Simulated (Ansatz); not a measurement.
**SbF₆−: basis-set convergence**

An exercise on one series of results from a longer session: the logs are not shown, and one member is left open.

Method: one geometry, several basis sets; program: Ansatz 0.2.0, Gaussian basis.

Plan: PBE0-D4/def2-SVPD; ωB97M-V/def2-SVPD; PBE0-D4/def2-QZVPPD; ωB97M-V/def2-QZVPPD; the functionals' def2-TZVPPD values are taken from earlier runs.

## The geometry

An earlier PBE0-D4 in a triple-zeta def2 set relaxation fixed the geometry. Sb takes the def2 core potential; no spin-orbit term is included.

SMILES `[F][Sb-]([F])([F])([F])([F])[F]`, 7 atoms, charge -1, spin multiplicity 1.

Atoms are counted from 1 here; the program's logs count them from 0.

Bond lengths: F1–Sb2 1.895 Å, Sb2–F3 1.895 Å, Sb2–F4 1.895 Å, Sb2–F5 1.895 Å, Sb2–F6 1.895 Å, Sb2–F7 1.895 Å. Angles: F1–Sb2–F3 90.0°, F1–Sb2–F4 90.0°, F1–Sb2–F5 90.0°, F1–Sb2–F6 90.0°, F1–Sb2–F7 180.0°, F3–Sb2–F4 90.0°, F3–Sb2–F5 180.0°, F3–Sb2–F6 90.0°, F3–Sb2–F7 90.0°, F4–Sb2–F5 90.0°, F4–Sb2–F6 180.0°, F4–Sb2–F7 90.0°, F5–Sb2–F6 90.0°, F5–Sb2–F7 90.0°, F6–Sb2–F7 90.0°.

Set-up of the first run:

Contents of in.yaml:

```yaml
crystal:
  periodic: [false, false, false]
  atoms:
    - {symbol: F, position_ang: [-1.722073, -0.350889, 0.709785]}
    - {symbol: Sb, position_ang: [0.000005, 0.000005, 0.000013]}
    - {symbol: F, position_ang: [0.727635, -1.369616, 1.089554]}
    - {symbol: F, position_ang: [-0.311414, -1.262369, -1.379055]}
    - {symbol: F, position_ang: [-0.727609, 1.369709, -1.089434]}
    - {symbol: F, position_ang: [0.311345, 1.262559, 1.378964]}
    - {symbol: F, position_ang: [1.722101, 0.350600, -0.709826]}
basis:
  gaussian: {orbitals: def2-SVPD}
total_charge: -1
hamiltonian: {xc: pbe0, dispersion: d4}
output: {orbitals: {seedname: orbitals}}
```

On the command line:

```console
$ ansatz run in.yaml --threads 4 --pin off --events-out ev --progress --plain --max-ram 11315MiB
```

Steps of the session up to this table: PBE0-D4 in def2-SVPD; ωB97M-V in def2-SVPD; PBE0-D4 in def2-QZVPPD; ωB97M-V in def2-QZVPPD.

One of the session's tables, all rows but one given; the rest of the session is left out.

It belongs to the step «Functionals by basis». 

```
functional        basis  HOMO (eV)  LUMO (eV)
   PBE0-D4    def2-SVPD      -6.62       2.47
   PBE0-D4  def2-TZVPPD          ?          ?
   PBE0-D4  def2-QZVPPD      -6.47       2.69
   ωB97M-V    def2-SVPD      -9.22       4.25
   ωB97M-V  def2-TZVPPD      -9.03       4.03
   ωB97M-V  def2-QZVPPD      -9.04       3.81
```

**Question.** Estimate the row for PBE0-D4, def2-TZVPPD.

**Answer.** HOMO (eV): -6.46; LUMO (eV): 2.67. In the column «HOMO (eV)» it is the highest.
